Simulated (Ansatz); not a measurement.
# U-wB97X/STO-3G run of BHBr (SMILES [BH]Br)

Aim: the electronic atomisation energy of BHBr at U-wB97X/STO-3G, from 4 runs. 

The calculation is run with Ansatz 0.2.0.

50 further runs of the same task are left out: 6 that didn't finish, 44 set aside as unsound or not needed.

## 1. The structure to begin with

BHBr: 3 atoms, total charge 0, spin state doublet. As SMILES, `[BH]Br`. The shape is that of a PBE0-D4/def2-TZVP optimisation.

Bond lengths: B1–Br2 1.868 Å, B1–H3 1.193 Å. Angles: Br2–B1–H3 123.6°.

## 2. The energy at U-wB97X/STO-3G

Contents of input.yaml:

```yaml
crystal:
  periodic: [false, false, false]
  atoms:
    - {symbol: B, position_ang: [-0.094500, -0.523000, -0.115700]}
    - {symbol: Br, position_ang: [1.181000, 0.563200, 0.709800]}
    - {symbol: H, position_ang: [-1.097400, -0.105000, -0.607300]}
basis:
  gaussian: {orbitals: STO-3G}
hamiltonian: {xc: {name: wB97X}}
accuracy: high
magnetization: {spin_polarized: true, initial_magnetization: 1}
```

Launch:

```bash
$ ansatz run input.yaml --threads 1 --pin off --max-ram 2610MiB --events-out events.jsonl --progress --plain --runs-dir runs
```

What it wrote:

```text
Warning: RAYON_NUM_THREADS=1 ignored (pool sized by the plan → 1); use --threads N
Functional definition: wB97X
  name "wB97X"
  parameter omega = 0.3/bohr
  parameter cx = 0.157706
  parameter cx1 = 0.726479
  parameter cx2 = 1.04760
  parameter cx3 = -5.70635
  parameter cx4 = 13.2794
  parameter css1 = -4.33879
  parameter css2 = 18.2308
  parameter css3 = -31.7430
  parameter css4 = 17.2901
  parameter cos1 = 2.37031
  parameter cos2 = -11.3995
  parameter cos3 = 6.58405
  parameter cos4 = -3.78132
  exchange = spin_sum(e_x_unif_sr(omega)*poly(b97_u_x, 1 - cx, cx1, cx2, cx3, cx4)) + cx*exact_x_sr(omega)
      + exact_x_lr(omega)
  correlation = spin_sum(e_c_pw_same_spin*poly(b97_u_same, 1, css1, css2, css3, css4))
      + integral(e_c_pw_opposite_spin*poly(b97_u_opposite, 1, cos1, cos2, cos3, cos4))
321 factors; integrals over basis functions are off by at most 9.4e-9 eV
111 factors; integrals over basis functions are off by at most 9.9e-10 eV
mean field evaluation 1: about -69963.0323 eV, gradient 8.9e0 eV
mean field evaluation 2: about -69963.8952 eV, gradient 3.9e0 eV
mean field evaluation 4: about -69964.0716 eV, gradient 2.3e-1 eV
mean field evaluation 8: about -69964.0445 eV, gradient 5.6e-3 eV
mean field evaluation 16: about -69964.0445 eV, gradient 2.9e-6 eV
mean field -69964.04448665 eV, -2571.1312115518 hartree, gradient 8.9e-8 eV, S^2 0.752769; 0 other end points of the search recorded, 0 dependent functions left out
reference -69964.04448556 eV, -2571.1312115117 hartree; 21, 20 occupied and 3, 4 virtual orbitals, 321 factors
Total energy: -69964.04448556 eV, -2571.1312115117 hartree
```

Wall time 8.1 s (1 thread of Arm Neoverse V1, shared host); peak memory 0.33 GiB.

## 3. The B atom

Contents of input.yaml:

```yaml
crystal:
  periodic: [false, false, false]
  atoms:
    - symbol: B
      position_ang: [0.000000, 0.000000, 0.000000]
basis:
  gaussian:
    orbitals: STO-3G
magnetization:
  spin_polarized: true
  initial_magnetization: 1
hamiltonian:
  xc: {name: wB97X}
accuracy: high
```

Run the same way, it converges to -24.27115 Eh (log not shown).

## 4. The Br atom at the same level

Contents of job.yaml:

```yaml
crystal:
  periodic: [false, false, false]
  atoms:
    - {symbol: Br, position_ang: [0.000000, 0.000000, 0.000000]}
basis:
  gaussian: {orbitals: STO-3G}
magnetization: {spin_polarized: true, initial_magnetization: 1}
hamiltonian: {xc: {name: wB97X}}
accuracy: high
```

Run the same way, it converges to -2546.02276 Eh (log not shown).

## 5. The H atom

Contents of molecule.yaml:

```yaml
crystal:
  periodic: [false, false, false]
  atoms:
    - symbol: H
      position_ang: [0.000000, 0.000000, 0.000000]
basis:
  gaussian: {orbitals: STO-3G}
magnetization: {spin_polarized: true, initial_magnetization: 1}
hamiltonian: {xc: {name: wB97X}}
accuracy: high
```

Launch:

```bash
$ ansatz run molecule.yaml --threads 1 --pin off --max-ram 2610MiB --events-out events.jsonl --progress --plain --runs-dir runs
```

What it wrote (excerpt; [...] marks lines left out):

```text
Warning: RAYON_NUM_THREADS=1 ignored (pool sized by the plan → 1); use --threads N
[... 2 set-up lines as earlier in the session ...]
[...]
      + exact_x_lr(omega)
[...]
      + integral(e_c_pw_opposite_spin*poly(b97_u_opposite, 1, cos1, cos2, cos3, cos4))
1 factors; integrals over basis functions are off by at most 4.6e-10 eV
1 factors; integrals over basis functions are off by at most 2.9e-10 eV
[...]
mean field -12.70558344 eV, -0.4669215794 hartree, gradient 0.0e0 eV, S^2 0.750000; 0 other end points of the search recorded, 0 dependent functions left out
reference -12.70558358 eV, -0.4669215842 hartree; 1, 0 occupied and 0, 1 virtual orbitals, 1 factors
Total energy: -12.70558358 eV, -0.4669215842 hartree
```

Wall time 0.26 s (1 thread of Arm Neoverse V1, shared host).

## 6. Summary of results

At U-wB97X/STO-3G:

| quantity | value |
| --- | --- |
| molecule: total energy | -2571.13121 Eh |
| molecule: ⟨S²⟩ | 0.753 |
| B atom: total energy | -24.27115 Eh |
| B atom: ⟨S²⟩ | 0.750 |
| Br atom: total energy | -2546.02276 Eh |
| Br atom: ⟨S²⟩ | 0.750 |
| H atom: total energy | -0.46692 Eh |
| H atom: ⟨S²⟩ | 0.750 |
| electronic atomisation energy | 10.079 eV |

**Reading.** Taking the molecule apart into free atoms costs 10.08 eV (232 kcal/mol), before zero-point energy and without spin-orbit coupling. In a minimal basis such a difference can be off by several eV, whatever the method.
